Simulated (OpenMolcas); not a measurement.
# One shape, several levels: SnHClOF2 (SMILES [OH][Sn]([F])([F])[Cl])

Wanted: a comparison of 6 runs (HF/STO-3G, B3LYP/def2-SVP, BHLYP/def2-SVP, PBE/def2-SVP, PBE0/def2-SVP, MP2/def2-SVP) of SnHClOF2. 

The calculation is run with OpenMolcas 26.06.

## Step 1: The molecule

The species is SnHClOF2 (6 atoms), meant as a singlet with charge 0. SMILES: `[OH][Sn]([F])([F])[Cl]`. Geometry: relaxed at PBE0-D4/def2-TZVP. This is one conformer, not always the lowest.

Bond lengths: O1–Sn2 1.922 Å, Sn2–F3 1.884 Å, Sn2–F4 1.892 Å, Sn2–Cl5 2.279 Å, O1–H6 0.962 Å. Angles: O1–Sn2–F3 106.5°, O1–Sn2–F4 110.4°, O1–Sn2–Cl5 114.9°, F3–Sn2–F4 106.2°, F3–Sn2–Cl5 110.3°, F4–Sn2–Cl5 108.2°, Sn2–O1–H6 113.6°.

## Step 2: Energy and gradient at HF/STO-3G (run 1)

Contents of job.inp:

```
* ClF2HOSn Hartree-Fock

&GATEWAY
 BASLIB = $CurrDir
 COORD
 6
 bohr
 O     -0.87683292     0.53649325     2.78980268
 Sn     0.47696687    -0.33202488    -0.46770722
 F      3.74638204    -1.61855043     0.10714747
 F     -1.40463343    -2.99918433    -1.92695373
 Cl     0.62247579     2.91131207    -3.29643825
 H     -2.48498985     1.38063391     2.70703267
 BASIS = STO-3G
 GROUP = NoSym

&SEWARD

&SCF
 THRESHOLDS = 1e-10 1e-07 1e-07 1e-05
 PRORBITALS = 0

&ALASKA
```

The basis set STO-3G is read from a file made from the Basis Set Exchange's data (not shown).

Run with:

```sh
export MOLCAS_MEM=1860
pymolcas job.inp > job.log
```

Standard output:

```text
--- Start Module: gateway ---
[...]
--- Stop Module: gateway /rc=_RC_ALL_IS_WELL_ ---
[...]
      Basis functions           52
[...]
--- Start Module: scf ---
[...]
       Convergence after  12 Iterations
[...]
::    Total SCF energy                              -6688.4722766416
[...]
      Total spin, S                                     0.0000000000
[...]
      Total electronic charge=   94.000000
      Total            charge=   -0.000000
[...]
      Dipole Moment (debye):
      Origin of the operator (angstrom)=    0.2696   -0.0397   -0.3998
                   X= -1.2893E+00               Y= -4.3377E-01               Z=  1.2208E+00           Total=  1.8277E+00
      Quadrupole Moment (debye*angstrom):
[...]
--- Stop Module: scf /rc=_RC_ALL_IS_WELL_ ---
[...]
--- Start Module: alaska ---
[...]
 *              Molecular gradients               *
 **************************************************
  Irreducible representation: a
 ------------------------------------------------------------------------------------------
                              X                       Y                       Z
 ------------------------------------------------------------------------------------------
  O1               -3.03485598253950E-02    1.35713385646978E-02    6.54014567339800E-03
  SN2               3.36004930859835E-03    2.22582288834992E-02   -1.28281976088314E-02
  F3                7.55093946174412E-03   -5.39000049996474E-03    2.02736115164015E-03
  F4               -5.63196926421838E-03   -1.11652755914804E-02   -4.25469620704888E-03
  CL5               2.14286323990232E-04   -6.40104078971149E-03    3.68259082239319E-03
  H6                2.48552539951117E-02   -1.28732505670377E-02    4.83279616851628E-03
 ------------------------------------------------------------------------------------------
--- Stop Module: alaska /rc=_RC_ALL_IS_WELL_ ---
[...]
```

Run time: 5.7 s. Hardware: 1 thread of Intel Xeon Platinum 8259CL at 2.50GHz (Skylake/Cascade Lake), shared host; peak memory 0.38 GiB.

## Step 3: Energy and gradient at B3LYP/def2-SVP (core potential) (run 2)

Contents of mol.input:

```
&gateway
 baslib
 $CurrDir
 coord
 6
 bohr
 O     -0.87683292     0.53649325     2.78980268
 Sn     0.47696687    -0.33202488    -0.46770722
 F      3.74638204    -1.61855043     0.10714747
 F     -1.40463343    -2.99918433    -1.92695373
 Cl     0.62247579     2.91131207    -3.29643825
 H     -2.48498985     1.38063391     2.70703267
 basis
 def2-SVP
 group
 NoSym

&seward
 gridinput
 Grid=UltraFine
 End of Grid

&scf
 ksdft
 B3LYP
 thresholds
 1e-10 1e-07 1e-07 1e-05
 prorbitals
 1 1

&alaska
```

The basis set def2-SVP is read from a file made from the Basis Set Exchange's data (not shown).

Run with:

```sh
export MOLCAS_MEM=1860
pymolcas mol.input > mol.log
```

Standard output:

```text
--- Start Module: gateway ---
[...]
--- Stop Module: gateway /rc=_RC_ALL_IS_WELL_ ---
[...]
      Basis functions           91
[...]
--- Start Module: scf ---
[...]
       Convergence after  16 Iterations
[...]
::    Total KS-DFT energy                            -949.8206559743
[...]
      Total spin, S                                     0.0000000000
[...]
      Total electronic charge=   66.000000
      Total            charge=   -0.000000
[...]
      Dipole Moment (debye):
      Origin of the operator (angstrom)=    0.2696   -0.0397   -0.3998
                   X= -1.8234E+00               Y=  1.9861E+00               Z=  3.4318E-01           Total=  2.7179E+00
      Quadrupole Moment (debye*angstrom):
[...]
--- Stop Module: scf /rc=_RC_ALL_IS_WELL_ ---
[...]
--- Start Module: alaska ---
[...]
 *              Molecular gradients               *
 **************************************************
  Irreducible representation: a
 ------------------------------------------------------------------------------------------
                              X                       Y                       Z
 ------------------------------------------------------------------------------------------
  O1                1.08796029059510E-03   -1.45030282240155E-03   -1.69359710984338E-02
  SN2               1.82764215186615E-03   -4.43631777370523E-03    1.36700743838158E-03
  F3               -1.84049857423361E-02    7.33442721724487E-03   -3.23594081423284E-03
  F4                1.00337218594753E-02    1.45479139224349E-02    7.84584499681706E-03
  CL5              -6.72422543144813E-04   -1.27987232095634E-02    1.11196650309928E-02
  H6                6.12808398351117E-03   -3.19699733409706E-03   -1.60605553402249E-04
 ------------------------------------------------------------------------------------------
--- Stop Module: alaska /rc=_RC_ALL_IS_WELL_ ---
[...]
```

Wall time 38 s (1 thread of Intel Xeon Platinum 8259CL at 2.50GHz (Skylake/Cascade Lake), shared host); peak memory 0.5 GiB.

Runs 3 to 4 aren't shown in full; the table further down has their settings and results.

## Step 4: Energy and forces at PBE0/def2-SVP (core potential) (run 5)

Contents of mol.input:

```
&GATEWAY
 BasLib=$CurrDir
 Coord
 6
 angstrom
 O       -0.464000       0.283900       1.476300
 Sn       0.252400      -0.175700      -0.247500
 F        1.982500      -0.856500       0.056700
 F       -0.743300      -1.587100      -1.019700
 Cl       0.329400       1.540600      -1.744400
 H       -1.315000       0.730600       1.432500
 Basis=def2-SVP
 Group=NoSym

&SEWARD
 GridInput
 Grid=UltraFine
 End of Grid

&SCF
 KSDFT=PBE0
 Thresholds=1e-10 1e-07 1e-07 1e-05
 PrOrbitals=1 1

&ALASKA
```

The basis set def2-SVP is read from a file made from the Basis Set Exchange's data (not shown).

Run with:

```sh
export MOLCAS_MEM=1860
pymolcas mol.input > mol.log
```

Standard output:

```text
--- Start Module: gateway ---
[...]
--- Stop Module: gateway /rc=_RC_ALL_IS_WELL_ ---
[...]
      Basis functions           91
[...]
--- Start Module: scf ---
[...]
       Convergence after  16 Iterations
[...]
::    Total KS-DFT energy                            -949.3272811707
[...]
      Total spin, S                                     0.0000000000
[...]
      Total electronic charge=   66.000000
      Total            charge=   -0.000000
[...]
      Dipole Moment (debye):
      Origin of the operator (angstrom)=    0.2696   -0.0397   -0.3998
                   X= -1.8465E+00               Y=  1.9702E+00               Z=  3.7354E-01           Total=  2.7259E+00
      Quadrupole Moment (debye*angstrom):
[...]
--- Stop Module: scf /rc=_RC_ALL_IS_WELL_ ---
[...]
--- Start Module: alaska ---
[...]
 *              Molecular gradients               *
 **************************************************
  Irreducible representation: a
 ------------------------------------------------------------------------------------------
                              X                       Y                       Z
 ------------------------------------------------------------------------------------------
  O1                1.68702452558422E-03   -1.67440211407932E-03   -1.15180255144054E-02
  SN2               1.74178718570328E-03   -4.26793603731657E-03    8.51842973167649E-04
  F3               -1.37365635201405E-02    5.34028036067546E-03   -2.21780966798324E-03
  F4                7.37101349514013E-03    1.04777219880177E-02    5.88696371117692E-03
  CL5              -3.56799459168999E-04   -8.14207664073763E-03    7.00499895945939E-03
  H6                3.29353777290287E-03   -1.73358755668751E-03   -7.97046137979152E-06
 ------------------------------------------------------------------------------------------
--- Stop Module: alaska /rc=_RC_ALL_IS_WELL_ ---
[...]
```

It took 35 s on 1 thread of Intel Xeon Platinum 8259CL at 2.50GHz (Skylake/Cascade Lake), shared host; peak memory 0.5 GiB.

## Step 5: A single-point energy at MP2/def2-SVP (core potential) (run 6)

Contents of mol.inp:

```
&GATEWAY
BasLib=$CurrDir
BasisSet
O.def2-SVP....
O1 -0.464000 0.283900 1.476300 angstrom
End of Basis
BasisSet
Sn.def2-SVP....
Sn2 0.252400 -0.175700 -0.247500 angstrom
End of Basis
BasisSet
F.def2-SVP....
F3 1.982500 -0.856500 0.056700 angstrom
F4 -0.743300 -1.587100 -1.019700 angstrom
End of Basis
BasisSet
Cl.def2-SVP....
Cl5 0.329400 1.540600 -1.744400 angstrom
End of Basis
BasisSet
H.def2-SVP....
H6 -1.315000 0.730600 1.432500 angstrom
End of Basis
&SEWARD
&SCF
Thresholds=1e-10 1e-07 1e-07 1e-05
PrOrbitals=1 1
&MBPT2
Frozen=12
```

The basis set def2-SVP is read from a file made from the Basis Set Exchange's data (not shown).

Run with:

```sh
export MOLCAS_MEM=1860
pymolcas mol.inp > mol.log
```

Standard output:

```text
--- Start Module: gateway ---
[...]
--- Stop Module: gateway /rc=_RC_ALL_IS_WELL_ ---
[...]
      Basis functions           91
[...]
--- Start Module: scf ---
[...]
       Convergence after  14 Iterations
[...]
::    Total SCF energy                               -946.9006177509
[...]
      Total spin, S                                     0.0000000000
[...]
      Total electronic charge=   66.000000
      Total            charge=   -0.000000
[...]
      Dipole Moment (debye):
      Origin of the operator (angstrom)=    0.2696   -0.0397   -0.3998
                   X= -1.9931E+00               Y=  2.2795E+00               Z=  2.0272E-01           Total=  3.0347E+00
      Quadrupole Moment (debye*angstrom):
[...]
--- Stop Module: scf /rc=_RC_ALL_IS_WELL_ ---
[...]
--- Start Module: mbpt2 ---
[...]
WARNING!
Default frozen orbitals as non valence orbitals is overwritten by user input.
Default values:   8
[...]
       Reference weight ( Cref**2 )         =        0.82092
::    Total MBPT2 energy                             -947.7030319177
[...]
      Total MBPT2 calculations                           0.52      0.60
--- Stop Module: mbpt2 /rc=_RC_ALL_IS_WELL_ ---
[...]
```

Run time: 11 s. Hardware: 1 thread of Intel Xeon Platinum 8259CL at 2.50GHz (Skylake/Cascade Lake), shared host; peak memory 0.5 GiB.

## Step 6: All runs side by side

| run | level | integration grid | task | energy (Eh) | dipole moment (D) of the reference | HOMO energy (eV) | LUMO energy (eV) | wall time |
| --- | --- | --- | --- | --- | --- | --- | --- | --- |
| 1 | HF/STO-3G | – | gradient | -6688.472277 | 1.83 | -9.95 | 6.98 | 5.7 s |
| 2 | B3LYP/def2-SVP (core potential) | UltraFine | gradient | -949.820656 | 2.72 | -9.50 | -2.96 | 38 s |
| 3 | BHLYP/def2-SVP (core potential) | UltraFine | gradient | -949.557248 | 2.88 | -11.35 | -1.70 | 41 s |
| 4 | PBE/def2-SVP (core potential) | UltraFine | gradient | -949.285479 | 2.57 | -8.03 | -3.59 | 39 s |
| 5 | PBE0/def2-SVP (core potential) | UltraFine | gradient | -949.327281 | 2.73 | -9.89 | -2.71 | 35 s |
| 6 | MP2/def2-SVP (core potential) | – | energy | -947.703032 | 3.03 | -13.69 | 1.14 | 11 s |

## Step 7: Summary of results

```
                                           quantity          value
                                run 6: total energy  -947.70303 Eh
          run 6: dipole moment (mean-field density)         3.03 D
         run 6: HOMO energy (Hartree–Fock orbitals)      -13.69 eV
         run 6: LUMO energy (Hartree–Fock orbitals)        1.14 eV
       run 6: HOMO–LUMO gap (Hartree–Fock orbitals)       14.83 eV
run 6: correlation energy (12 core orbitals frozen)     -802.4 mEh
```

Over runs 1, 2, 3, 4, 5 the dipole moment (its size) runs from 1.83 D (HF/STO-3G) to 2.88 D (BHLYP/def2-SVP). The two ends differ in method and basis and core potential. Over runs 1, 2, 3, 4, 5 the HOMO–LUMO gap runs from 4.44 eV (PBE/def2-SVP) to 16.93 eV (HF/STO-3G). Totals of different functionals can't be ranked against each other. Some runs of one species differ in core potentials or relativity; totals across that change don't compare. In run 1 the basis is minimal, so the values are rough. In run 1 relativity is left out where basis or elements ask for it. All runs together took 2.8 min, the longest 41 s.
